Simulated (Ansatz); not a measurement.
Ta3N:

```
Ta N
1.0
     3.03222    0.00000    0.00000
    -1.51611    2.62598    0.00000
     0.00000    0.00000    7.52414
Ta N
3 1
Direct
  0.66667 0.33333 0.82607
  0.33333 0.66667 0.17393
  0.00000 0.00000 0.50000
  0.00000 0.00000 0.00000
```

The cell comes from a database or a generator and needn't be the stable form of this composition.

- Program: Ansatz 0.2.0
- Task: relaxation of cell and atoms
- Functional: PBEsol
- Potentials or basis: Ansatz PAW
- Cutoff: 420 eV (not typed: the program's choice for these potentials)
- k mesh: 10 × 10 × 4
- Occupations: fermi-dirac, width 0.05 eV
- Spin: no spin polarisation
- Hubbard terms: Ta d U = 5 eV

At the start: volume 14.98 Å³/atom.

Question: How do energy, volume and symmetry change on relaxing?

Answer: It ends after 6 steps and the volume is 14.78 Å³/atom (-1.3 %); space group P-3m1 (No. 164, to 0.05 Å).

Step by step:
```
step  energy change (eV)  largest force (eV/Å)  volume (Å³)
   1              0.0000                0.2848        59.91
   2             -0.0182                0.0429        59.20
   3             -0.0186                0.0064        59.05
   4             -0.0187                0.0028        59.10
   5             -0.0187                0.0001        59.11
   6             -0.0179                0.0002        59.11
```

Final structure:
```
Ta N
1.0
     2.99528    0.00000    0.00000
    -1.49764    2.59399    0.00000
     0.00000    0.00000    7.60817
Ta N
3 1
Direct
  0.66667 0.33333 0.82600
  0.33333 0.66667 0.17400
  0.00000 0.00000 0.50000
  0.00000 0.00000 0.00000
```

Caveat: the plane-wave basis is chosen anew once the cell has moved, so the energies of steps on either side of that aren't comparable; U without spin polarisation on a metal has little footing; the PAW data sets come from PBE, with cores solved anew for the run's functional, which leaves a small shift of forces and pressure.
